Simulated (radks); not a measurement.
**Polarisabilities and dispersion coefficients of Ar, K⁺, Ca²⁺ and others**

One table from this session's results is given with a row withheld; the runs are named, their logs left out.

Method: scalar-relativistic Kohn-Sham, PBE, spin-polarised, spherical densities, finite nucleus. Code: radks (a radial shooting solver on a logarithmic mesh, Libxc functionals) version 1.

### Starting point

* species: Ar ([Ar]), K⁺ ([Ar]), Ca²⁺ ([Ar]), Sc³⁺ ([Ar]), Ti⁴⁺ ([Ar]), V⁵⁺ ([Ar]), Cr⁶⁺ ([Ar]), Mn⁷⁺ ([Ar]), Fe⁸⁺ ([Ar])

The first run:

Input:

```text
Z 18
configuration [Ar]
relativity scalar-relativistic
functional pbe,pbe
spin polarised
nucleus finite rms 3.4274 fm
c 137.035999084
response adiabatic LDA kernel
```

Steps of the session up to this table: Ar, [Ar]; K⁺, [Ar]; Ca²⁺, [Ar]; Sc³⁺, [Ar]; Ti⁴⁺, [Ar]; V⁵⁺, [Ar]; Cr⁶⁺, [Ar]; Mn⁷⁺, [Ar]; Fe⁸⁺, [Ar].

One of the session's tables, all rows but one given; the rest of the session is left out.

| species | −ε(HOMO) (eV) | α (bohr³) | α uncoupled (bohr³) | C6 (hartree bohr⁶) | C8 (hartree bohr⁸) |
| --- | --- | --- | --- | --- | --- |
| Ar | 10.270 | 12.01 | 17.92 | 70.19 | 1900 |
| K⁺ | ? | ? | ? | ? | ? |
| Ca²⁺ | 43.060 | 3.331 | 5.226 | 11.02 | 140.7 |
| Sc³⁺ | 64.603 | 2.154 | 3.411 | 5.701 | 56.17 |
| Ti⁴⁺ | 89.413 | 1.489 | 2.370 | 3.232 | 25.49 |
| V⁵⁺ | 117.43 | 1.079 | 1.721 | 1.957 | 12.68 |
| Cr⁶⁺ | 148.63 | 0.8094 | 1.293 | 1.247 | 6.761 |
| Mn⁷⁺ | 182.97 | 0.6242 | 0.9974 | 0.8267 | 3.810 |
| Fe⁸⁺ | 220.44 | 0.4921 | 0.7860 | 0.5664 | 2.247 |

**Question.** Estimate the row for K⁺.

The run gave: −ε(HOMO) (eV): 24.884; α (bohr³): 5.721; α uncoupled (bohr³): 8.830; C6 (hartree bohr⁶): 24.51; C8 (hartree bohr⁸): 429.5. In the column «−ε(HOMO) (eV)» it lies between Ar (10.270) and Ca²⁺ (43.060).

In words: Uncoupled leaves out the potential induced by the response; C8 is given only where no p, d or f shell is open.
